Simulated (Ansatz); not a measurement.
# Molecular dynamics of K₅Ni₄O₈

Input:

```yaml
accuracy: low
crystal:
  lattice:
    - [3.0502, -4.5652, 0.0]
    - [3.0502, 4.5652, 0.0]
    - [0.0, 0.0, 10.6656]
  atoms:
    - { symbol: K, position: [0.2969, 0.7031, 0.25] }
    - { symbol: K, position: [0.7031, 0.2969, 0.75] }
    - { symbol: K, position: [0.6509, 0.3491, 0.0707] }
    - { symbol: K, position: [0.3491, 0.6509, 0.5707] }
    - { symbol: K, position: [0.6509, 0.3491, 0.4293] }
    - { symbol: Ni, position: [0.0, 0.0, 0.0], spin: 0.8 }
    - { symbol: Ni, position: [0.0, 0.0, 0.5], spin: 0.8 }
    - { symbol: Ni, position: [0.9345, 0.0655, 0.25], spin: 0.8 }
    - { symbol: Ni, position: [0.0655, 0.9345, 0.75], spin: 0.8 }
    - { symbol: O, position: [0.8634, 0.7278, 0.8837] }
    - { symbol: O, position: [0.1366, 0.2722, 0.3837] }
    - { symbol: O, position: [0.7278, 0.8634, 0.1163] }
    - { symbol: O, position: [0.2722, 0.1366, 0.6163] }
    - { symbol: O, position: [0.1366, 0.2722, 0.1163] }
    - { symbol: O, position: [0.8634, 0.7278, 0.6163] }
    - { symbol: O, position: [0.2722, 0.1366, 0.8837] }
    - { symbol: O, position: [0.7278, 0.8634, 0.3837] }
magnetization:
  spin_polarized: true
basis:
  ecutwfc: 420.0
kpoints:
  mp_grid: { grid: [2, 2, 1] }
hamiltonian:
  xc: pbesol
scf:
  occupations: { method: fermi_dirac, width: 0.05 }
  lower_state_search: "off"
md:
  timestep: 1
  n_steps: 130
  ensemble: nve
  temperature: 910.0
  initial_velocities: maxwell_boltzmann
  seed: 681081
```

Launched with:

```bash
$ ansatz run input.yaml --threads 2 --pin off --max-ram 5120MiB --backend cpu --events-out ev --progress --plain --runs-dir out
```

It starts from an unrelaxed structure (largest force component 1.70 eV/Å).

Output, in part (step lines):

```
md step     0: t =     0.00 fs  T =   910.0 K  F+E_penalty+E_count = -35286.04935758 eV  E_kin = 1.882026 eV  conserved = -35284.16733200 eV  (36 SCF iters)
md step     1: t =     1.00 fs  T =   900.2 K  F+E_penalty+E_count = -35286.02900529 eV  E_kin = 1.861727 eV  conserved = -35284.16727827 eV  (23 SCF iters)
md step     2: t =     2.00 fs  T =   889.2 K  F+E_penalty+E_count = -35286.00623005 eV  E_kin = 1.838981 eV  conserved = -35284.16724869 eV  (23 SCF iters)
md step     3: t =     3.00 fs  T =   877.2 K  F+E_penalty+E_count = -35285.98153454 eV  E_kin = 1.814292 eV  conserved = -35284.16724219 eV  (22 SCF iters)
md step     4: t =     4.00 fs  T =   864.5 K  F+E_penalty+E_count = -35285.95510258 eV  E_kin = 1.787847 eV  conserved = -35284.16725583 eV  (24 SCF iters)
md step     5: t =     5.00 fs  T =   850.8 K  F+E_penalty+E_count = -35285.92681749 eV  E_kin = 1.759531 eV  conserved = -35284.16728685 eV  (22 SCF iters)
md step     6: t =     6.00 fs  T =   836.0 K  F+E_penalty+E_count = -35285.89631132 eV  E_kin = 1.728980 eV  conserved = -35284.16733084 eV  (22 SCF iters)
md step     7: t =     7.00 fs  T =   819.9 K  F+E_penalty+E_count = -35285.86304434 eV  E_kin = 1.695663 eV  conserved = -35284.16738132 eV  (22 SCF iters)
[... lines left out ...]
md step   130: t =   130.00 fs  T =   752.1 K  F+E_penalty+E_count = -35285.73135963 eV  E_kin = 1.555377 eV  conserved = -35284.17598249 eV  (17 SCF iters)
```

The steps, from the saved trajectory:

```tsv
time (fs)	T (K)	potential energy less start (eV)	conserved less start (meV/atom)
0	910	0.000	0.00
4	864	0.094	0.00
8	802	0.223	-0.01
12	712	0.410	0.00
16	606	0.628	0.03
20	549	0.748	0.05
24	581	0.681	0.02
28	652	0.532	-0.02
32	711	0.410	-0.04
36	667	0.503	-0.02
40	570	0.703	0.01
44	484	0.880	-0.09
48	453	0.944	-0.08
52	473	0.901	-0.10
56	506	0.833	-0.12
60	523	0.798	-0.12
64	526	0.792	-0.10
68	540	0.758	-0.49
72	587	0.660	-0.49
76	668	0.491	-0.50
80	762	0.298	-0.52
84	833	0.151	-0.54
88	840	0.136	-0.55
92	782	0.255	-0.51
96	734	0.355	-0.47
100	760	0.301	-0.49
104	824	0.169	-0.53
108	863	0.088	-0.52
112	889	0.036	-0.50
116	890	0.033	-0.50
120	901	0.010	-0.52
124	886	0.040	-0.54
128	809	0.199	-0.53
```

The run went to its last step. The conserved energy stayed within 0.56 meV per atom of its start (net change -0.51 meV per atom), so the integration is sound. A run of 0.13 ps of so small a system gives no equilibrium averages. No Hubbard correction was used and the magnetic state wasn't searched. Limits of this set-up: coarse k mesh, a small cell, in which the defect meets its images, a typed lattice constant that wasn't relaxed here, low accuracy level.

Mean squared displacements from the first frame to the last, about the centre of mass: K 0.18 Å², Ni 0.07 Å², O 0.23 Å².

Last frame:

```xyz
17
Lattice="3.0502 -4.5652 0.0000 3.0502 4.5652 0.0000 0.0000 0.0000 10.6656" Properties=species:S:1:pos:R:3
K 3.089 1.811 2.193
K 2.916 -1.730 7.788
K 2.970 -1.311 0.404
K 3.170 1.618 6.379
K 3.182 -1.298 4.053
Ni 0.027 -0.197 0.088
Ni -0.072 0.049 5.422
Ni 3.039 -4.265 2.982
Ni 3.044 4.156 8.061
O 4.950 -0.355 9.348
O 1.110 0.796 4.395
O 5.020 -0.184 1.590
O 1.208 -0.503 6.518
O 1.235 0.021 1.720
O 4.828 -0.539 6.596
O 1.191 -0.289 9.440
O 4.900 0.857 4.119
```

Run time: 29 min on 2 threads of Intel(R) Xeon(R) Platinum 8488C (Sapphire Rapids), on a shared host, peak memory 1.2 GiB.
